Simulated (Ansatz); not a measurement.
# BGeH₃ (triplet): the correlation ladder, cc-pVDZ

One table from this session's results is given with a row withheld; the runs are named, their logs left out.

Computed with Ansatz 0.2.0, Gaussian basis. Level: cc-pVDZ, core rule «outside noble gas», up to 15 orbitals frozen.

Plan: UHF; CCSD(T) on ROHF; CCSD(T) on UHF; BCCD(T) on ROHF; CISD; CCSDT(Q) on ROHF; CCSDT(Q) on UHF; CASSCF and NEVPT2, 10 electrons in 11 orbitals.

25 further runs of the same task are left out: 2 for a known fault of the program, 7 that didn't finish, 16 set aside as unsound or not needed.

### The geometry

The geometry is a PBE0/def2-TZVP stationary point (not a proven minimum). No spin-orbit coupling is included. The filled d shell of Ge may be among the frozen orbitals whatever the setting's name suggests; the logs give the count.

5 atoms, charge 0, spin multiplicity 3.

Atoms are counted from 1 here; the program's logs count them from 0.

Bond lengths: Ge1–B2 1.947 Å, Ge1–H3 1.543 Å, Ge1–H4 1.534 Å, B2–H5 1.189 Å. Angles: B2–Ge1–H3 128.4°, B2–Ge1–H4 122.3°, H3–Ge1–H4 109.4°, Ge1–B2–H5 134.1°.

The first run:

The input, in.yaml:

```yaml
crystal:
  periodic: [false, false, false]
  atoms:
    - {symbol: Ge, position_ang: [0.000000, 0.015295, 0.254755]}
    - {symbol: B, position_ang: [0.000000, -0.169422, -1.683611]}
    - {symbol: H, position_ang: [0.000000, 1.310352, 1.093730]}
    - {symbol: H, position_ang: [0.000000, -1.198297, 1.192594]}
    - {symbol: H, position_ang: [0.000000, 0.602851, -2.587791]}
basis:
  gaussian: {orbitals: cc-pVDZ}
magnetization: {spin_polarized: true, initial_magnetization: 2}
hamiltonian: {xc: hf}
output: {orbitals: {seedname: orbitals}}
```

Launch:

```
$ ansatz run in.yaml --threads 1 --pin off --events-out ev --progress --plain --max-ram 2393MiB
```

Among the steps run: UHF; CCSD(T) on ROHF; CCSD(T) on UHF; BCCD(T) on ROHF; CISD; CCSDT(Q) on ROHF; CCSDT(Q) on UHF; CASSCF and NEVPT2, 10 electrons in 11 orbitals.

One of the session's tables, all rows but one given; the rest of the session is left out.

| method | from UCCSDT(Q) (kcal/mol) |
| --- | --- |
| ROHF | +119.44 |
| UHF | +117.25 |
| RMP2 | +26.41 |
| UMP2 | +26.57 |
| CISD | +11.59 |
| RCCSD | +4.01 |
| UCCSD | +3.91 |
| RCCSD(T) | +0.91 |
| UCCSD(T) | +0.86 |
| BCCD(T) | +0.90 |
| RCCSDT | +0.19 |
| UCCSDT | ? |
| RCCSDT(Q) | +0.06 |
| UCCSDT(Q) | 0 |
| CASSCF valence | +72.88 |
| NEVPT2 valence | +19.52 |

**Question.** Estimate the row for UCCSDT.

The run gave: from UCCSDT(Q) (kcal/mol): +0.13. In the column «from UCCSDT(Q) (kcal/mol)» it lies between RCCSDT(Q) (+0.06) and RCCSDT (+0.19).

With the free atoms at the same levels and basis (separate runs), the atomisation energy is 11.057 eV at UCCSDT(Q), 11.046 eV at RCCSD(T), 11.038 eV at UCCSD(T), 9.250 eV at ROHF.

Limits of these values: Restricted and unrestricted rows rest on different reference determinants; where their highest levels disagree by more than a few hundredths of an eV, they describe different states and don't form one ladder.
